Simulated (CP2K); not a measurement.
# One shape, several levels: HBr (hydrogen bromide)

We compute a comparison of 4 runs (HF/STO-3G, HF/3-21G, Pade/SZV-MOLOPT-SR-GTH, B3LYP/6-31G*) of HBr (hydrogen bromide). 

Program for the calculation: CP2K 2026.2.

17 further runs of the same task are left out: 13 that didn't finish, 4 set aside as unsound or not needed.

## (1) The system as given

HBr: 2 atoms, total charge 0, spin state singlet. SMILES: `Br`. Geometry: relaxed at PBE0-D4/def2-TZVP.

Bond lengths: Br1–H2 1.420 Å.

## (2) The energy at HF/STO-3G (run 1)

Input file qs.inp:

```
&GLOBAL
  PROJECT qs
  RUN_TYPE ENERGY
  PRINT_LEVEL MEDIUM
&END

&FORCE_EVAL
  METHOD QUICKSTEP
  &DFT
    BASIS_SET_FILE_NAME ./sto_3g.basis
    POTENTIAL_FILE_NAME POTENTIAL
    &QS
      METHOD GAPW
      EPS_DEFAULT 1.0E-10
    &END
    &MGRID
      CUTOFF 280
      REL_CUTOFF 50
      NGRIDS 4
    &END
    &POISSON
      PERIODIC NONE
      POISSON_SOLVER MULTIPOLE
    &END
    &SCF
      SCF_GUESS ATOMIC
      EPS_SCF 1.0E-06
      MAX_SCF 40
      &OT
        MINIMIZER DIIS
        PRECONDITIONER FULL_ALL
      &END
      &OUTER_SCF
        EPS_SCF 1.0E-06
        MAX_SCF 5
      &END
    &END
    &XC
      &XC_FUNCTIONAL NONE
      &END
      &HF
        FRACTION 1
        &SCREENING
          EPS_SCHWARZ 1.0E-10
        &END
        &MEMORY
          MAX_MEMORY 1050
        &END
      &END
    &END
    &PRINT
      &MOMENTS
        PERIODIC F
        REFERENCE COM
        MAX_MOMENT 1
      &END
      &MO_CUBES
        NLUMO 1
        NHOMO -1
        WRITE_CUBE F
      &END
      &LOWDIN ON
      &END
      &HIRSHFELD OFF
      &END
      &MO_MOLDEN ON
        NDIGITS 8
        NLUMO 1
      &END
    &END
  &END
  &SUBSYS
    &CELL
      ABC 8.2 7.4 7.6
      PERIODIC NONE
    &END
    &COORD
      Br     3.496780     3.917960     3.494950
      H      4.703220     3.482040     4.105050
    &END
    &KIND Br
      BASIS_SET STO-3G
      POTENTIAL ALL
      LEBEDEV_GRID 194
      RADIAL_GRID 100
    &END
    &KIND H
      BASIS_SET STO-3G
      POTENTIAL ALL
      LEBEDEV_GRID 194
      RADIAL_GRID 100
    &END
  &END
&END
```

The run is started by

```console
OMP_NUM_THREADS=1 cp2k.psmp -i qs.inp > qs.out 2>&1
```

What it wrote:

```text
CP2K| version string:                                       CP2K version 2026.2
[...]
 GLOBAL| Method name                                                        CP2K
[...]
 GLOBAL| Run type                                                         ENERGY
[...]
 DFT| Spin restricted Kohn-Sham (RKS) calculation                            RKS
 DFT| Multiplicity                                                             1
[...]
 DFT| Charge                                                                   0
[...]
 QS| Method:                                                                GAPW
[...]
 QS| Density cutoff [a.u.]:                                                140.0
[...]
 QS| Relative density cutoff [a.u.]:                                        25.0
[...]
                             - Atoms:                                          2
[...]
                             - Spherical basis functions:                     19
[...]
 Number of electrons:                                                         36
[...]
     1 OT DIIS     0.15E+00    0.4     0.72394797     -2524.9582571908 -2.52E+03
[...]
    29 OT DIIS     0.15E+00    0.1     0.00000083     -2545.2302043764 -6.90E-10
  *** SCF run converged in    29 steps ***
[...]
  Overlap energy of the core charge distribution:               0.00000809444290
  Self energy of the core charge distribution:               -692.54271380487091
  Core Hamiltonian energy:                                  -2042.69600431433105
  Hartree energy:                                              74.92792882602828
  Exchange-correlation energy:                                  0.00000000000000
  Hartree-Fock Exchange energy:                               -90.98095311829162
[...]
                     Mulliken Population Analysis
 #  Atom  Element  Kind  Atomic population                           Net charge
       1     Br       1         35.039377                             -0.039377
       2     H        2          0.960623                              0.039377
 # Total charge                             36.000000                  0.000000
[...]
  Dipole moment [Debye]
    X=  0.1103824E+01 Y= -0.3991059E+00 Z=  0.5584742E+00  Total=      1.2998487
[...]
 HOMO - LUMO gap [eV] :   19.818719
 ENERGY| Total FORCE_EVAL ( QS ) energy [hartree]          -2545.230204376408437
[...]
```

It took 3.6 s on 1 thread of Arm Neoverse V2, shared host; peak memory 0.33 GiB.

## (3) The energy at HF/3-21G (run 2)

Input file mol.inp:

```
&GLOBAL
  PROJECT mol
  RUN_TYPE ENERGY
  PRINT_LEVEL MEDIUM
&END GLOBAL

&FORCE_EVAL
  METHOD QS
  &DFT
    BASIS_SET_FILE_NAME ./3_21g.basis
    POTENTIAL_FILE_NAME POTENTIAL
    &QS
      METHOD GAPW
      EPS_DEFAULT 1.0E-10
    &END QS
    &MGRID
      CUTOFF 280
      REL_CUTOFF 50
      NGRIDS 4
    &END MGRID
    # cluster boundary conditions
    &POISSON
      PERIODIC NONE
      POISSON_SOLVER MULTIPOLE
    &END POISSON
    # SCF settings
    &SCF
      SCF_GUESS ATOMIC
      EPS_SCF 1.0E-06
      MAX_SCF 40
      &OT
        MINIMIZER DIIS
        PRECONDITIONER FULL_ALL
      &END OT
      &OUTER_SCF
        EPS_SCF 1.0E-06
        MAX_SCF 5
      &END OUTER_SCF
    &END SCF
    # exchange and correlation
    &XC
      &XC_FUNCTIONAL NONE
      &END XC_FUNCTIONAL
      &HF
        FRACTION 1
        &SCREENING
          EPS_SCHWARZ 1.0E-10
        &END SCREENING
        &MEMORY
          MAX_MEMORY 1050
        &END MEMORY
      &END HF
    &END XC
    # extra output
    &PRINT
      &MOMENTS
        PERIODIC F
        REFERENCE COM
        MAX_MOMENT 1
      &END MOMENTS
      &MO_CUBES
        NLUMO 5
        NHOMO -1
        WRITE_CUBE F
      &END MO_CUBES
      &LOWDIN ON
      &END LOWDIN
      &HIRSHFELD OFF
      &END HIRSHFELD
    &END PRINT
  &END DFT
  # atoms, cell and kinds
  &SUBSYS
    &CELL
      ABC 8.2 7.4 7.6
      PERIODIC NONE
    &END CELL
    &COORD
      Br    -0.603220     0.217960    -0.305050
      H      0.603220    -0.217960     0.305050
    &END COORD
    &TOPOLOGY
      &CENTER_COORDINATES
      &END CENTER_COORDINATES
    &END TOPOLOGY
    &KIND Br
      BASIS_SET 3-21G
      POTENTIAL ALL
      LEBEDEV_GRID 194
      RADIAL_GRID 100
    &END KIND
    &KIND H
      BASIS_SET 3-21G
      POTENTIAL ALL
      LEBEDEV_GRID 194
      RADIAL_GRID 100
    &END KIND
  &END SUBSYS
&END FORCE_EVAL
```

The run is started by

```console
OMP_NUM_THREADS=1 cp2k.psmp mol.inp > mol.out
```

What it wrote:

```text
CP2K| version string:                                       CP2K version 2026.2
[...]
 GLOBAL| Method name                                                        CP2K
[...]
 GLOBAL| Run type                                                         ENERGY
[...]
 DFT| Spin restricted Kohn-Sham (RKS) calculation                            RKS
 DFT| Multiplicity                                                             1
[...]
 DFT| Charge                                                                   0
[...]
 QS| Method:                                                                GAPW
[...]
 QS| Density cutoff [a.u.]:                                                140.0
[...]
 QS| Relative density cutoff [a.u.]:                                        25.0
[...]
                             - Atoms:                                          2
[...]
                             - Spherical basis functions:                     24
[...]
 Number of electrons:                                                         36
[...]
     1 OT DIIS     0.15E+00    0.5     0.70976240     -2538.7770655417 -2.54E+03
[...]
    32 OT DIIS     0.15E+00    0.1     0.00000068     -2560.6177726383 -3.99E-10
  *** SCF run converged in    32 steps ***
[...]
  Overlap energy of the core charge distribution:               0.00000809444290
  Self energy of the core charge distribution:               -692.54271380487091
  Core Hamiltonian energy:                                  -2062.94934059442812
  Hartree energy:                                             113.13846903487773
  Exchange-correlation energy:                                  0.00000000000000
  Hartree-Fock Exchange energy:                               -90.01828027880944
[...]
                     Mulliken Population Analysis
 #  Atom  Element  Kind  Atomic population                           Net charge
       1     Br       1         35.101261                             -0.101261
       2     H        2          0.898739                              0.101261
 # Total charge                             36.000000                  0.000000
[...]
  Dipole moment [Debye]
    X=  0.1145863E+01 Y= -0.4150641E+00 Z=  0.5805145E+00  Total=      1.3499173
[...]
 HOMO - LUMO gap [eV] :   15.742506
 ENERGY| Total FORCE_EVAL ( QS ) energy [hartree]          -2560.617772638316183
[...]
```

Run time: 3.9 s. Hardware: 1 thread of Arm Neoverse V2, shared host; peak memory 0.33 GiB.

## (4) The energy at Pade/SZV-MOLOPT-SR-GTH (core potential) (run 3)

Input file molecule.xyz:

```xyz
2

Br    -0.603220     0.217960    -0.305050
H      0.603220    -0.217960     0.305050
```

Input file qs.inp:

```
&FORCE_EVAL
  METHOD Quickstep
  &DFT
    BASIS_SET_FILE_NAME BASIS_MOLOPT
    POTENTIAL_FILE_NAME GTH_POTENTIALS
    # Quickstep
    &QS
      METHOD GPW
      EPS_DEFAULT 1.0E-10
    &END QS
    &MGRID
      CUTOFF 400
      REL_CUTOFF 50
      NGRIDS 4
    &END MGRID
    &POISSON
      PERIODIC NONE
      POISSON_SOLVER MULTIPOLE
    &END POISSON
    &SCF
      SCF_GUESS ATOMIC
      EPS_SCF 1.0E-06
      MAX_SCF 100
      ADDED_MOS 5
      &DIAGONALIZATION
        ALGORITHM STANDARD
      &END DIAGONALIZATION
      &MIXING
        METHOD PULAY_MIXING
        ALPHA 0.4
        NBUFFER 8
      &END MIXING
    &END SCF
    # exchange and correlation
    &XC
      &XC_FUNCTIONAL PADE
      &END XC_FUNCTIONAL
    &END XC
    # extra output
    &PRINT
      &MOMENTS
        PERIODIC F
        REFERENCE COM
        MAX_MOMENT 1
      &END MOMENTS
      &MO ON
        ENERGIES T
        OCCUPATION_NUMBERS T
        NDIGITS 6
        &EACH
          QS_SCF 0
        &END EACH
        ADD_LAST NUMERIC
      &END MO
      &HIRSHFELD OFF
      &END HIRSHFELD
    &END PRINT
  &END DFT
  # structure
  &SUBSYS
    &CELL
      ABC 8.2 7.4 7.6
      PERIODIC NONE
    &END CELL
    &TOPOLOGY
      COORD_FILE_NAME molecule.xyz
      COORD_FILE_FORMAT XYZ
      &CENTER_COORDINATES
      &END CENTER_COORDINATES
    &END TOPOLOGY
    &KIND Br
      BASIS_SET SZV-MOLOPT-SR-GTH-q7
      POTENTIAL GTH-PADE-q7
    &END KIND
    &KIND H
      BASIS_SET SZV-MOLOPT-SR-GTH-q1
      POTENTIAL GTH-PADE-q1
    &END KIND
  &END SUBSYS
&END FORCE_EVAL
&GLOBAL
  PROJECT_NAME qs
  RUN_TYPE ENERGY
  PRINT_LEVEL MEDIUM
&END GLOBAL
```

The run is started by

```console
OMP_NUM_THREADS=1 cp2k.psmp -i qs.inp -o qs.out
```

What it wrote:

```text
CP2K| version string:                                       CP2K version 2026.2
[...]
 GLOBAL| Method name                                                        CP2K
[...]
 GLOBAL| Run type                                                         ENERGY
[...]
 *** WARNING in qs_environment.F:2210 :: More added MOs requested than     ***
 *** available. The full set of unoccupied MOs will be used. Use           ***
 *** 'ADDED_MOS -1' to always use all available MOs and to get rid of this ***
[...]
 DFT| Spin restricted Kohn-Sham (RKS) calculation                            RKS
 DFT| Multiplicity                                                             1
[...]
 DFT| Charge                                                                   0
[...]
 FUNCTIONAL| PADE:
 QS| Method:                                                                 GPW
[...]
 QS| Density cutoff [a.u.]:                                                200.0
[...]
 QS| Relative density cutoff [a.u.]:                                        25.0
[...]
                             - Atoms:                                          2
[...]
                             - Spherical basis functions:                      5
[...]
 Number of electrons:                                                          8
[...]
     1 NoMix/Diag. 0.40E+00    0.1     0.70749828       -13.9033011680 -1.39E+01
[...]
    10 Pulay/Diag. 0.40E+00    0.2     0.00000072       -14.0066851637 -3.24E-06
  *** SCF run converged in    10 steps ***
[...]
  Overlap energy of the core charge distribution:               0.00000161888858
  Self energy of the core charge distribution:                -29.05576355270945
  Core Hamiltonian energy:                                      6.72538472627705
  Hartree energy:                                              11.21463954090694
  Exchange-correlation energy:                                 -2.89094749702057
  Total energy:                                               -14.00668516365745
[...]
                     Mulliken Population Analysis
 #  Atom  Element  Kind  Atomic population                           Net charge
       1     Br       1          7.204946                             -0.204946
       2     H        2          0.795054                              0.204946
 # Total charge                              8.000000                  0.000000
[...]
  Dipole moment [Debye]
    X=  0.1339448E+01 Y= -0.4840964E+00 Z=  0.6774892E+00  Total=      1.5771692
 ENERGY| Total FORCE_EVAL ( QS ) energy [hartree]            -14.006685163657455
[...]
```

Run time: 2.2 s. Hardware: 1 thread of Arm Neoverse V2, shared host; peak memory 0.65 GiB.

## (5) The energy at B3LYP/6-31G(d) (spherical functions) (run 4)

Input file qs.inp:

```
&GLOBAL
    PROJECT_NAME qs
    RUN_TYPE ENERGY
    PRINT_LEVEL MEDIUM
&END
&FORCE_EVAL
    METHOD QS
    &DFT
        BASIS_SET_FILE_NAME ./6_31gs.basis
        POTENTIAL_FILE_NAME POTENTIAL
        CHARGE 0
        MULTIPLICITY 1
        # Quickstep
        &QS
            METHOD GAPW
            EPS_DEFAULT 1.0E-10
        &END
        # plane-wave cutoff in Ry
        &MGRID
            CUTOFF 280
            REL_CUTOFF 50
            NGRIDS 4
        &END
        &POISSON
            PERIODIC NONE
            POISSON_SOLVER MULTIPOLE
        &END
        &SCF
            SCF_GUESS ATOMIC
            EPS_SCF 1.0E-07
            MAX_SCF 150
            ADDED_MOS 10
            &DIAGONALIZATION
                ALGORITHM STANDARD
            &END
            &MIXING
                METHOD DIRECT_P_MIXING
                ALPHA 0.4
            &END
        &END
        # functional
        &XC
            &XC_FUNCTIONAL
                &HYB_GGA_XC_B3LYP
                &END
            &END
            &HF
                FRACTION 0.2
                &SCREENING
                    EPS_SCHWARZ 1.0E-10
                    SCREEN_ON_INITIAL_P F
                &END
                &INTERACTION_POTENTIAL
                    POTENTIAL_TYPE COULOMB
                &END
                &MEMORY
                    MAX_MEMORY 1050
                &END
            &END
        &END
        &PRINT
            &MOMENTS
                PERIODIC F
                REFERENCE COM
                MAX_MOMENT 1
            &END
            &MO ON
                ENERGIES T
                OCCUPATION_NUMBERS T
                NDIGITS 6
                &EACH
                    QS_SCF 0
                &END
                ADD_LAST NUMERIC
            &END
            &LOWDIN ON
            &END
            &HIRSHFELD OFF
            &END
        &END
    &END
    # structure
    &SUBSYS
        # vacuum box
        &CELL
            ABC [angstrom] 8.2 7.4 7.6
            PERIODIC NONE
        &END
        &COORD
            Br    -0.603220     0.217960    -0.305050
            H      0.603220    -0.217960     0.305050
        &END
        &TOPOLOGY
            &CENTER_COORDINATES
            &END
        &END
        &KIND Br
            BASIS_SET 6-31Gs
            POTENTIAL ALL
            LEBEDEV_GRID 194
            RADIAL_GRID 100
        &END
        &KIND H
            BASIS_SET 6-31Gs
            POTENTIAL ALL
            LEBEDEV_GRID 194
            RADIAL_GRID 100
        &END
    &END
&END
```

The run is started by

```console
OMP_NUM_THREADS=1 cp2k.psmp -i qs.inp > qs.out 2>&1
```

What it wrote:

```text
CP2K| version string:                                       CP2K version 2026.2
[...]
 GLOBAL| Method name                                                        CP2K
[...]
 GLOBAL| Run type                                                         ENERGY
[...]
 DFT| Spin restricted Kohn-Sham (RKS) calculation                            RKS
 DFT| Multiplicity                                                             1
[...]
 DFT| Charge                                                                   0
[...]
 FUNCTIONAL| HYB_GGA_XC_B3LYP:
[...]
 QS| Method:                                                                GAPW
[...]
 QS| Density cutoff [a.u.]:                                                140.0
[...]
 QS| Relative density cutoff [a.u.]:                                        25.0
[...]
                             - Atoms:                                          2
[...]
                             - Spherical basis functions:                     34
[...]
 Number of electrons:                                                         36
[...]
     1 P_Mix/Diag. 0.40E+00    2.2     0.40917793     -2574.5235963702 -2.57E+03
[...]
    13 DIIS/Diag.  0.21E-07    0.6     0.00000002     -2574.4735882337 -7.28E-12
  *** SCF run converged in    13 steps ***
[...]
  Overlap energy of the core charge distribution:               0.00000809444290
  Self energy of the core charge distribution:               -692.54271380487091
  Core Hamiltonian energy:                                  -2074.34463545407061
  Hartree energy:                                              98.60654031545513
  Exchange-correlation energy:                                 -8.72709195781800
  Hartree-Fock Exchange energy:                               -17.97712085605144
[...]
                     Mulliken Population Analysis
 #  Atom  Element  Kind  Atomic population                           Net charge
       1     Br       1         35.190089                             -0.190089
       2     H        2          0.809911                              0.190089
 # Total charge                             36.000000                  0.000000
[...]
  Dipole moment [Debye]
    X=  0.9478400E+00 Y= -0.3446890E+00 Z=  0.4814869E+00  Total=      1.1176049
 ENERGY| Total FORCE_EVAL ( QS ) energy [hartree]          -2574.473588233739520
[...]
```

It took 10 s on 1 thread of Arm Neoverse V2, shared host; peak memory 0.36 GiB.

## (6) All runs side by side

| run | level | properties | virtuals after ot | energy (Eh) | dipole moment (D) | HOMO energy (eV) | LUMO energy (eV) | wall time |
| --- | --- | --- | --- | --- | --- | --- | --- | --- |
| 1 | HF/STO-3G | (lowdin, molden) | 1 | -2545.230204 | 1.30 | -9.06 | 10.76 | 3.6 s |
| 2 | HF/3-21G | (lowdin) | 5 | -2560.617773 | 1.35 | -11.44 | 4.30 | 3.9 s |
| 3 | Pade/SZV-MOLOPT-SR-GTH (core potential) | – | – | -14.006685 | 1.58 | -6.85 | 2.34 | 2.2 s |
| 4 | B3LYP/6-31G* (spherical functions) | (lowdin) | – | -2574.473588 | 1.12 | -8.33 | -0.09 | 10 s |

## (7) Summary of results

| quantity | value |
| --- | --- |
| run 4: total energy | -2574.47359 Eh |
| run 4: dipole moment | 1.12 D |
| run 4: HOMO energy | -8.33 eV |
| run 4: LUMO energy | -0.09 eV |
| run 4: HOMO–LUMO gap | 8.25 eV |

In words: The dipole moment (its size) runs from 1.12 D (B3LYP/6-31G*) to 1.58 D (Pade/SZV-MOLOPT-SR-GTH). The two ends differ in method and basis and core potential. The HOMO–LUMO gap runs from 8.25 eV (B3LYP/6-31G*) to 19.82 eV (HF/STO-3G). The two ends differ in method and basis. Totals of different functionals can't be ranked against each other. Some runs of one species differ in core potentials or relativity; totals across that change don't compare. In runs 1, 3 the basis is minimal, so the values are rough. All runs together took 20 s, the longest 10 s.
